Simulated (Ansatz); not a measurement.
# FePt (Tetraferroplatinum): the cost of one run

Computed with the Python package of Ansatz 0.2.0. Level of theory: DFT PBE, all-electron LAPW.

## 1. The structure

The structure is tetragonal, space group P4/mmm (No. 123). Conventional cell: a = 2.724 Å, b = 2.724 Å, c = 3.720 Å, α = 90.00°, β = 90.00°, γ = 90.00°. Around Fe (site symmetry 4/mmm) lie 8 Pt at 2.68 Å and 4 Fe at 2.72 Å. Around Pt (site symmetry 4/mmm) lie 8 Fe at 2.68 Å and 4 Pt at 2.72 Å.

The script holds or builds the structure itself.

## 2. Script

run_eos_lapw.py

```python
'''E(V) of FePt on LAPW.'''

import ansatz
from ase.eos import EquationOfState
from ase.units import GPa
import numpy as np

vectors0 = np.array([
    [2.7235, 0.0, 0.0],
    [0.0, 2.7235, 0.0],
    [0.0, 0.0, 3.72],
])
sites = [
    ('Fe', [0.0, 0.0, 0.0], 3.5),
    ('Pt', [0.5, 0.5, 0.5], 0.0),
]


def crystal_on(cell):
    crystal = ansatz.Crystal(lattice=ansatz.Lattice.of(cell))
    for symbol, position, moment in sites:
        crystal = crystal.atom(symbol, position, moment=moment or None)
    return crystal


def main() -> None:
    volumes, energies = [], []
    for scale in np.linspace(0.94, 1.06, 7):
        cell = vectors0 * scale ** (1 / 3)
        setup = (
            crystal_on(cell).calculation()
            .spin(ansatz.SpinTreatment.COLLINEAR)
            .occupations('Methfessel-Paxton', width=100 * ansatz.meV)
            .functional('PBE')
            .kpoints(10, 10, 7)
            .pseudopotentials('all_electron', lapw=True)
        )
        rep = setup.run(threads=1, pin='off').report
        volumes.append(abs(np.linalg.det(cell)) / len(sites))
        energies.append(rep['free_energy_ev'] / len(sites))
        print(f'{scale:.3f} {volumes[-1]:9.4f} A^3/atom {energies[-1]:16.5f} eV/atom  (estimated basis error {1000 * rep["lapw_basis_errors"]["total_ev_per_atom"]:.2f} meV/atom)')
    v0, e0, bulk = EquationOfState(volumes, energies, eos='birchmurnaghan').fit()
    print(f'V0 = {v0:.4f} A^3/atom, B0 = {bulk / GPa:.1f} GPa')


if __name__ == '__main__':
    main()
```

## 3. The calls as engine input

The package turns the script's settings into the engine's input (first run):

```yaml
crystal:
  lattice:
    - [2.6679027670868316, 0.0, 0.0]
    - [0.0, 2.6679027670868316, 0.0]
    - [0.0, 0.0, 3.644060324421889]
  atoms:
    - { symbol: Fe, position: [0.0, 0.0, 0.0], spin: 3.5 }
    - { symbol: Pt, position: [0.5, 0.5, 0.5] }
kpoints:
  mp_grid:
    grid: [10, 10, 7]
hamiltonian:
  xc: pbe
  pseudopotentials:
    kind: all_electron
    lapw: {}
magnetization:
  spin_polarized: true
scf:
  occupations:
    method: methfessel_paxton
    width: 0.1
```

## 4. Launch

The run is started by

```
$ python run_eos_lapw.py
```

Q: Estimate wall time and peak memory on 1 thread of Arm Neoverse V2, shared host.

About 11 min, with a peak of 0.93 GiB.
